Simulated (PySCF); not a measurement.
# The bond of SbCl+, level by level

An exercise on one series of results from a longer session: the logs are not shown, and one member is left open.

Program: PySCF 2.14.0. Level of theory: Sb cc-pVDZ-PP with ECP28, Cl cc-pV(D+d)Z, scalar-relativistic core potentials. These are calculated values, not measurements.

Set-up of the first run:

Settings of the job:

```yaml
atoms: Sb, Cl
charge: 1
basis: Sb cc-pVDZ-PP with ECP28, Cl cc-pV(D+d)Z
Hamiltonian: scalar-relativistic core potentials
basis_functions: 46
electrons_treated: 39
masses_in_u: 120.9038, 34.9689
levels: PBE0, PBE, r²SCAN, MN15, B3LYP, BHandHLYP, ωB97X, HF, MP2, SCS-MP2, CCSD, CCSD(T)
grid: 80 radial by 434 angular points
occupations: held fixed by the projection of orbital angular momentum
dissociation_limit: Sb+ + Cl, each in its ground configuration
starting_distance_in_angstrom: 2.435
values_of_2S_to_try: 1, 3
```

Started as:

```sh
$ OMP_NUM_THREADS=1 python dia.py task.json out
```

Steps of the session up to this table: Input; PBE0 along the bond; Higher solutions at PBE0; PBE (GGA); r²SCAN (meta-GGA); MN15 (hybrid meta-GGA); B3LYP; BHandHLYP (global hybrid GGA); ωB97X; UHF; Correlated methods on the Hartree–Fock reference.

One table of the session follows, with a row left open; its other results are not shown here.

It belongs to the step «The curves together». Energy (eV) from each level's lowest point:

| R (Å) | UHF | UHF-MP2 | UHF-SCS-MP2 | UHF-CCSD | UHF-CCSD(T) |
| --- | --- | --- | --- | --- | --- |
| 1.953 | 1.526 | 1.567 | 1.597 | n/a | n/a |
| 2.044 | 0.654 | 0.683 | 0.704 | 0.714 | 0.746 |
| 2.135 | 0.190 | 0.206 | 0.219 | 0.227 | 0.247 |
| 2.203 | 0.035 | 0.042 | 0.049 | 0.053 | 0.063 |
| 2.271 | 0.000 | 0.000 | 0.000 | 0.000 | 0.000 |
| 2.339 | ? | ? | ? | ? | ? |
| 2.430 | 0.233 | 0.219 | 0.202 | 0.189 | 0.162 |
| 2.543 | 0.559 | 0.542 | 0.512 | 0.480 | 0.434 |
| 2.680 | 1.007 | 1.157 | 1.114 | 0.903 | 0.847 |
| 2.861 | 1.391 | 2.076 | 2.008 | n/a | n/a |

**Question.** Estimate the row for R (Å) = 2.339.

Worked estimate for «UHF». A straight line through the neighbours (2.271, 0.000) and (2.430, 0.233) gives 0.000 + (0.233 − 0.000) × (2.339 − 2.271) / (2.430 − 2.271) = 0.100; a parabola fitted to 4 rows on both sides gives 0.064.

As computed: UHF: 0.056; UHF-MP2: 0.050; UHF-SCS-MP2: 0.043; UHF-CCSD: 0.038; UHF-CCSD(T): 0.027. In «UHF» the line misses by +0.044 and the parabola by +0.008.
